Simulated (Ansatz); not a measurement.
# Mg: the cost of one run

Method: DFT PBE+D3(BJ), scalar-relativistic, plane waves, PAW, in Ansatz 0.2.0.

**1. The system as given**

It takes space group P6_3/mmc (No. 194, hexagonal). Conventional cell: a = 3.209 Å, b = 3.209 Å, c = 5.210 Å, α = 90.00°, β = 90.00°, γ = 120.00°. Mg (site symmetry -6m2) is surrounded by 12 Mg at 3.20 to 3.21 Å.

Structure file:

```cif
data_structure
_symmetry_space_group_name_H-M 'P6_3/mmc'
_symmetry_Int_Tables_number 194
_cell_length_a 3.2093
_cell_length_b 3.2093
_cell_length_c 5.2103
_cell_angle_alpha 90.000
_cell_angle_beta 90.000
_cell_angle_gamma 120.000
_cell_volume 46.47
loop_
_atom_site_label
_atom_site_type_symbol
_atom_site_symmetry_multiplicity
_atom_site_Wyckoff_symbol
_atom_site_fract_x
_atom_site_fract_y
_atom_site_fract_z
_atom_site_occupancy
Mg1 Mg 2 c 0.33333 0.66667 0.25000 1
```

The structure comes from the Crystallography Open Database.

(A quick probe on a coarse mesh, which set the mesh and smearing, is not shown.)

**3. Relaxing cell and atoms**

Input file input.yaml:

```yaml
crystal:
  lattice:
    - [3.2092715325, 0.0, 0.0]
    - [-1.6046357662, 2.7793106748, 0.0]
    - [0.0, 0.0, 5.21033]
  atoms:
    - { symbol: Mg, position: [0.3333333333, 0.6666666667, 0.25] }
    - { symbol: Mg, position: [0.6666666667, 0.3333333333, 0.75] }
basis:
  ecutwfc: 420
kpoints:
  mp_grid: { grid: [15, 15, 8] }
hamiltonian:
  xc: pbe
  dispersion: d3bj
scf:
  occupations: { method: gaussian, width: 0.1 }
output:
  forces: true
  stress: true
  eigenvalues: true
relax:
  adjacent_minimum: "off"
  f_tol: 0.005
  max_steps: 80
  cell: { stress_tol: 0.05 }
```

Run with:

```console
$ ansatz run input.yaml --threads 4 --pin off --max-ram 12288MiB --backend cpu --events-out ev --progress --plain --runs-dir out
```

Q: Estimate wall time and peak memory on 4 threads of Arm Neoverse N1, shared host.

About 8.8 s, with a peak of 0.38 GiB.
